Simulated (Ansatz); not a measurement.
# Ta2Si2O: the cost of one run

Method: DFT PBE, scalar-relativistic, plane waves, PAW, in Ansatz 0.2.0.

### Step 1. The starting structure

The structure is trigonal, space group R-3m (No. 166). The conventional cell has a = 4.564 Å, b = 4.564 Å, c = 14.790 Å, α = 90.00°, β = 90.00°, γ = 120.00°. Ta (site symmetry 3m) is surrounded by 1 Si at 1.98 Å and 3 O at 2.67 Å. Si (site symmetry 3m) has 1 Ta at 1.98 Å as nearest neighbours. Around O (site symmetry -3m) lie 2 Si at 2.52 Å and 6 Ta at 2.67 Å.

As a file:

```
CELL_PARAMETERS angstrom
2.28192 1.31747 4.93004
-2.28192 1.31747 4.93004
0.00000 -2.63494 4.93004
ATOMIC_POSITIONS crystal
Ta 0.69550 0.69550 0.69550
Ta 0.30450 0.30450 0.30450
Si 0.17035 0.17035 0.17035
Si 0.82965 0.82965 0.82965
O 0.00000 0.00000 0.00000
```

A structure generator made this guess: random cell by space group and Wyckoff sites (R-3m, No. 166). Its size is a rough estimate.

### Step 2. A first look at the guess

File input.yaml:

```yaml
crystal:
  lattice:
    - [2.2819248, 1.31746989, 4.93003961]
    - [-2.2819248, 1.31746989, 4.93003961]
    - [0.0, -2.63493979, 4.93003961]
  atoms:
    - { symbol: Ta, position: [0.69550154, 0.69550154, 0.69550154] }
    - { symbol: Ta, position: [0.30449846, 0.30449846, 0.30449846] }
    - { symbol: Si, position: [0.17034527, 0.17034527, 0.17034527] }
    - { symbol: Si, position: [0.82965473, 0.82965473, 0.82965473] }
    - { symbol: O, position: [0.0, 0.0, 0.0] }
basis:
  ecutwfc: 420
kpoints:
  mp_grid: { grid: [6, 6, 6] }
hamiltonian:
  xc: pbe
scf:
  occupations: { method: gaussian, width: 0.1 }
  lower_state_search: "off"
output:
  forces: true
  stress: true
  eigenvalues: true
```

Command:

```sh
> ansatz run input.yaml --threads 1 --pin off --max-ram 2560MiB --backend cpu --events-out ev --progress --plain --runs-dir out
```

What time and memory should one allow on 1 thread of Intel Xeon 6975P-C (Granite Rapids), shared host?

About 2.2 s, with a peak of 0.44 GiB.
